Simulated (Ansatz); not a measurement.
**Palladium, bcc under PBEsol: structure, energy and stiffness**

Aim: take palladium in the bcc structure, relax it, solve it on a dense k-mesh, then scale the cell to 7 volumes from 88 to 112 % of the relaxed one and try a fit of the equation of state. Spin polarisation is left out. The k-meshes are 14×14×14 for the relaxation; 23×23×23 for the dense run; 16×16×16 for the volumes.

This is Pd in the bcc structure; at room conditions it is fcc.

Program: Ansatz 0.2.0. Level of theory: DFT PBEsol, plane waves (420 eV) with PAW, scalar-relativistic; PBE-made PAW files. These are calculated values, not measurements.

### 1 The system as given

It takes space group Im-3m (No. 229, cubic). Conventional cell: a = 3.087 Å, b = 3.087 Å, c = 3.087 Å, α = 90.00°, β = 90.00°, γ = 90.00°. Pd (site symmetry m-3m) is surrounded by 8 Pd at 2.67 Å.

Coordinates:

```xyz
1
Lattice="-1.5437 1.5437 1.5437 1.5437 -1.5437 1.5437 1.5437 1.5437 -1.5437" Properties=species:S:1:pos:R:3 pbc="T T T"
Pd    0.0000    0.0000    0.0000
```

### 2 Relaxation of the cell

input.yaml

```yaml
crystal:
  lattice:
    - [-1.543668153, 1.543668153, 1.543668153]
    - [1.543668153, -1.543668153, 1.543668153]
    - [1.543668153, 1.543668153, -1.543668153]
  atoms:
    - { symbol: Pd, position: [0.0, 0.0, 0.0] }
hamiltonian:
  xc: pbesol
  pseudopotentials:
    kind: paw
    azcp:
      Pd: "pseudopotentials/Pd.paw.azcp"
basis:
  ecutwfc: 420
  fft_grid_basis: typed
kpoints:
  mp_grid: { grid: [14, 14, 14], shift: [0, 0, 0] }
magnetization:
  spin_polarized: false
scf:
  occupations: { method: fermi_dirac, width: 0.1 }
relax:
  max_steps: 60
  f_tol: 0.01
  cell: {}
```

Command:

```sh
> ansatz run input.yaml --threads 2 --pin off --max-ram 5120MiB --backend cpu --events-out ev --progress --plain --runs-dir out
```

The runs that follow: Single point on a dense mesh; The cell scaled to 88 % of its volume; The cell scaled to 92 % of its volume; The cell scaled to 96 % of its volume; The cell scaled to 100 % of its volume; The cell scaled to 104 % of its volume; The cell scaled to 108 % of its volume; The cell scaled to 112 % of its volume.

What does the calculation give? Wanted: space group; conventional cell; volume; shortest distance; gap on the mesh; relative to fcc; V₀, B₀, B₀′.

**Answer**, as computed:

| quantity | value |
| --- | --- |
| space group (spins left aside) | Im-3m (No. 229) |
| conventional cell | a = 3.086 Å |
| volume | 14.695 Å³/atom |
| shortest distance | 2.673 Å |
| gap on the mesh | none (levels filled in part) |
| relative to fcc | +57 meV/atom |
| V₀, B₀, B₀′ | 14.673 Å³/atom, 199 GPa, 5.4 |

In words: From the guessed start the volume shrank by 0.1 % in 4 steps. It lies 57 meV/atom above the element's reference form at the same level (fcc, from a run of its own). No gap shows: it is a metal or semimetal at this level. The fitted modulus is 199 GPa. Relaxation kept the symmetry; phonons were not checked.
